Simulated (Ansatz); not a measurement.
**CH4ClFOSi: basis-set convergence**

How large a basis does CH4ClFOSi need? Two functionals are run in growing sets.

Method: one geometry, several basis sets; program: Ansatz 0.2.0, Gaussian basis.

Plan: PBE0-D4/def2-SVP; ωB97M-V/def2-SVP; PBE0-D4/def2-QZVPP; ωB97M-V/def2-QZVPP; the functionals' def2-TZVPP values are taken from earlier runs.

## Step 1: Structure used throughout

All runs share one geometry, relaxed beforehand with PBE0-D4 in a triple-zeta def2 set.

SMILES `FC(Cl)O[SiH3]`, 9 atoms, charge 0, spin multiplicity 1.

Atoms are counted from 1 here; the program's logs count them from 0.

Bond lengths: F1–C2 1.359 Å, C2–Cl3 1.799 Å, C2–O4 1.340 Å, C2–H6 1.089 Å, O4–Si5 1.677 Å, Si5–H7 1.481 Å, Si5–H8 1.478 Å, Si5–H9 1.481 Å. Angles: F1–C2–Cl3 107.0°, F1–C2–O4 111.1°, F1–C2–H6 108.8°, Cl3–C2–O4 112.3°, Cl3–C2–H6 106.6°, O4–C2–H6 110.8°, C2–O4–Si5 126.7°, O4–Si5–H7 110.5°, O4–Si5–H8 103.7°, O4–Si5–H9 109.8°, H7–Si5–H8 111.5°, H7–Si5–H9 110.4°, H8–Si5–H9 110.7°.

## Step 2: PBE0-D4 in def2-SVP

in.yaml reads:

```yaml
crystal:
  periodic: [false, false, false]
  atoms:
    - {symbol: F, position_ang: [1.574058, 1.019827, 0.123722]}
    - {symbol: C, position_ang: [1.150671, -0.135413, 0.701822]}
    - {symbol: Cl, position_ang: [1.872624, -1.489145, -0.237129]}
    - {symbol: O, position_ang: [-0.187071, -0.195666, 0.735266]}
    - {symbol: Si, position_ang: [-1.239224, 0.168705, -0.518810]}
    - {symbol: H, position_ang: [1.566255, -0.197582, 1.706792]}
    - {symbol: H, position_ang: [-0.799106, -0.485774, -1.771783]}
    - {symbol: H, position_ang: [-2.535976, -0.367537, -0.055552]}
    - {symbol: H, position_ang: [-1.313731, 1.636286, -0.701529]}
basis:
  gaussian: {orbitals: def2-SVP}
hamiltonian: {xc: pbe0, dispersion: d4}
output: {orbitals: {seedname: orbitals}}
```

On the command line:

```sh
ansatz run in.yaml --threads 4 --pin off --events-out ev --progress --plain --max-ram 10444MiB
```

Further steps of the session: ωB97M-V in def2-SVP; PBE0-D4 in def2-QZVPP; ωB97M-V in def2-QZVPP.

Q: Predict the results of all the runs planned. Wanted: PBE0-D4: double and triple zeta above quadruple; ωB97M-V: double and triple zeta above quadruple.

**Answer**, as computed:

| quantity | value |
| --- | --- |
| PBE0-D4: double and triple zeta above quadruple | 15.19, 0.95 eV |
| ωB97M-V: double and triple zeta above quadruple | 15.27, 0.90 eV |

What this shows: For PBE0-D4 the step from double to triple zeta gains 14.23 eV and the next only 0.95 eV. Total energies overstate the basis error of differences, where much of it tends to cancel. The LUMO of ωB97M-V is positive and keeps falling with the basis (2.52 to 1.35 eV): an unbound level that the basis holds in place.
